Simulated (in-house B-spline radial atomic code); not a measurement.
# Co²⁴⁺: starting-point dependence of G0W0 and RPA

Aim: see how far the highest quasi-particle level and the RPA correlation energy of Co²⁴⁺ depend on the orbitals that they are built on.

Method: RPA, second order, AC-SOSEX and G0W0 (contour deformation) on a scalar-relativistic mean field, all electrons; no spin-orbit coupling, Breit or QED terms, no two-electron picture change. Code: an in-house B-spline radial atomic code, version 1.

## 1. What is computed

| Item | Value |
| --- | --- |
| element | cobalt (Z = 27) |
| charge | +24 |
| electrons | 3 |
| configuration | [He] 2s1 |
| next ion, run as well | 1s2 |
| Hamiltonian | scalar-relativistic (spin-free one-electron X2C), finite nucleus |
| starts | Hartree-Fock, PBE, PBE0 |

Outer shells as boxes (Hund's rule):

Co24+
```
[He] core
2s [↑ ]
```

## 2. The run with the Hartree-Fock start

Input settings:

```ini
Z = 27
electrons = 3.0
configuration = [He] 2s1
hamiltonian = x2c
method = hf
lmax = 9
rms_radius = 3.7875
spin_polarised = True
box_radius = 3.58
intervals = 64
```

Run with:

```sh
$ python run_gw.py task.json out
```

One command runs all members of the session, one after another, from task.json.

After this run come: The run with the PBE start; The run with the PBE0 start.

What does the calculation give? Wanted: highest level, mean field; highest level, G0W0; RPA correlation energy; RPA+SOSEX.

The runs gave:

| quantity | value |
| --- | --- |
| highest level, mean field (range over the runs) | -2219.6 to -2180.7 eV |
| highest level, G0W0 (range over the runs) | -2225.4 to -2223.5 eV |
| RPA correlation energy | -0.2614 to -0.1841 hartree |
| RPA+SOSEX | -0.0556 to -0.0548 hartree |
| tabulated theoretical ionisation energy (2s shell) | 2218.9 eV (NIST Atomic Spectra Database, ionization energies) |
| G0W0 removal energy less that value | +4.63 to +6.50 eV |

**Reading.** Across the starts the mean-field level varies by 38.9 eV and the G0W0 level by 1.9 eV (4.8 % as much). Without exact exchange the level is bound too weakly, and G0W0 lowers it by 45 eV. The RPA energy is largest in size on PBE and smallest on Hartree-Fock, 30 % apart. Against the tabulated theoretical ionisation energy, 2218.9 eV, G0W0 is nearest on Hartree-Fock (+4.6 eV) and farthest on PBE (+6.5 eV). Breit and QED terms, left out, are small for this s level; most of the miss belongs to G0W0 and the Hamiltonian used. Read as a removal energy, the bare PBE level is off by -38.2 eV (-1.7 %) and the nearest bare level, Hartree-Fock's, by +0.709 eV. As differences of total energies the mean miss over the starts is 2.1 eV for mean field, 4.1 eV for RPA, 0.85 eV for RPA+SOSEX.
